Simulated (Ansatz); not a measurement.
# RbAuBr3, space group Pm-3m: a convergence test of the k-point mesh

Program: Ansatz's Python interface.

The cells in order, each with its output:

```python
import warnings

import ansatz
from tabulate import tabulate

warnings.simplefilter("ignore", ansatz.DeckWarning)
```

```python
rbaubr3 = (
    ansatz.Lattice.from_parameters(5.43699, 5.43699, 5.43699, alpha=90.0, beta=90.0, gamma=90.0)
    .atom("Rb", (0.5, 0.5, 0.5))
    .atom("Au", (0.0, 0.0, 0.0))
    .atom("Br", (0.5, 0.0, 0.0))
    .atom("Br", (0.0, 0.0, 0.5))
    .atom("Br", (0.0, 0.5, 0.0))
)
```

```python
rbaubr3.resolved().tree()["lattice"]
```

    ((5.43699, 0.0, 0.0), (3.3291962002480836e-16, 5.43699, 0.0),
     (3.3291962002480836e-16, 3.3291962002480836e-16, 5.43699))

```python
base = (
    rbaubr3.calculation()
    .functional("lda")
    .occupations("Gaussian", width=0.1)  # fractional filling near the Fermi level
    .stress()  # positive in compression
)
```

```python
rows = []
for value in [(2, 2, 2), (3, 3, 3), (4, 4, 4), (5, 5, 5)]:
    data = base.kpoints(mesh=value).run().report
    rows.append((value, data["free_energy_ev"] / len(data["lattice"]["sites"]), data["n_iterations"], sum(data["stress_gpa"][i][i] for i in range(3)) / 3, data["n_kpoints"]))
```

```python
print(tabulate(rows, headers=["mesh", "F/atom (eV)", "iterations", "P (GPa)", "k-points"], floatfmt=".4f", tablefmt="grid"))
```

    +-----------+---------------+--------------+-----------+------------+
    | mesh      |   F/atom (eV) |   iterations |   P (GPa) |   k-points |
    +===========+===============+==============+===========+============+
    | (2, 2, 2) |    -4824.3900 |            6 |   -5.0459 |          4 |
    +-----------+---------------+--------------+-----------+------------+
    | (3, 3, 3) |    -4824.1716 |            8 |   -3.3464 |          4 |
    +-----------+---------------+--------------+-----------+------------+
    | (4, 4, 4) |    -4824.1989 |            6 |   -3.7032 |         10 |
    +-----------+---------------+--------------+-----------+------------+
    | (5, 5, 5) |    -4824.2271 |            7 |   -3.9331 |         10 |
    +-----------+---------------+--------------+-----------+------------+

```python
# the last row is the reference
for row in rows[:-1]:
    shift = 1000 * (row[1] - rows[-1][1])
    print(f"{row[0]}: {shift:+.2f} meV/atom" + ("  (within 2 meV)" if abs(shift) < 2 else ""))
```

    (2, 2, 2): -162.86 meV/atom
    (3, 3, 3): +55.48 meV/atom
    (4, 4, 4): +28.24 meV/atom

What to keep in mind:
- The cell holds an odd number of electrons and is run without spin, so a magnetic state may lie lower.
- Pressure is positive in compression.
- Spin-orbit coupling, which matters for elements this heavy, is left out.
- This cell is a computed structure, which may not be the phase found in nature.
- Shifts are counted from the finest mesh, which is itself no proven limit.
- Wall time of the script: 4.9 s on 1 thread of Intel(R) Xeon(R) 6975P-C (Granite Rapids), on a shared host, peak memory 0.46 GiB.
